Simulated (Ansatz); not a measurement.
# HgTe: the cost of one run

Program: Ansatz 0.2.0. Level of theory: DFT r2SCAN, scalar-relativistic, plane waves, PAW. These are calculated values, not measurements.

**1. The starting structure**

It takes space group Cmcm (No. 63, orthorhombic). Conventional cell: a = 5.985 Å, b = 6.934 Å, c = 5.798 Å, α = 90.00°, β = 90.00°, γ = 90.00°. Around Hg (site symmetry m2m) lie 5 Te at 3.02 to 3.06 Å. Te (site symmetry m2m) has 5 Hg at 3.02 to 3.06 Å as nearest neighbours.

As a file:

```cif
data_structure
_symmetry_space_group_name_H-M 'P 1'
_symmetry_Int_Tables_number 1
_cell_length_a 4.5798
_cell_length_b 4.5798
_cell_length_c 5.7982
_cell_angle_alpha 90.000
_cell_angle_beta 90.000
_cell_angle_gamma 98.401
_cell_volume 120.31
loop_
_atom_site_label
_atom_site_type_symbol
_atom_site_fract_x
_atom_site_fract_y
_atom_site_fract_z
_atom_site_occupancy
Hg1 Hg 0.34305 0.65695 0.75000 1
Hg2 Hg 0.65695 0.34305 0.25000 1
Te1 Te 0.78481 0.21519 0.75000 1
Te2 Te 0.21519 0.78481 0.25000 1
```

The structure comes from the Materials Project (structure only).

(A quick probe on a coarse mesh, which set the mesh and smearing, is not shown.)

**3. Relaxing cell and atoms**

The input, input.yaml:

```yaml
crystal:
  lattice:
    - [2.992518, -3.466929, 0.0]
    - [2.992518, 3.466929, 0.0]
    - [0.0, 0.0, 5.798157]
  atoms:
    - { symbol: Hg, position: [0.34305, 0.65695, 0.75] }
    - { symbol: Hg, position: [0.65695, 0.34305, 0.25] }
    - { symbol: Te, position: [0.784809, 0.215191, 0.75] }
    - { symbol: Te, position: [0.215191, 0.784809, 0.25] }
basis:
  ecutwfc: 500
kpoints:
  mp_grid: { grid: [10, 10, 8] }
hamiltonian:
  xc: r2scan
scf:
  occupations: { method: gaussian, width: 0.1 }
output:
  forces: true
  stress: true
  eigenvalues: true
relax:
  adjacent_minimum: "off"
  f_tol: 0.005
  max_steps: 80
  cell: { stress_tol: 0.05 }
```

Command:

```console
$ ansatz run input.yaml --threads 2 --pin off --max-ram 5120MiB --backend cpu --events-out ev --progress --plain --runs-dir out
```

**Question.** How long does this run take on 2 threads of AMD EPYC 9R45 (Zen 5), shared host, and how much memory does it need?

About 80 s, with a peak of 1.2 GiB.
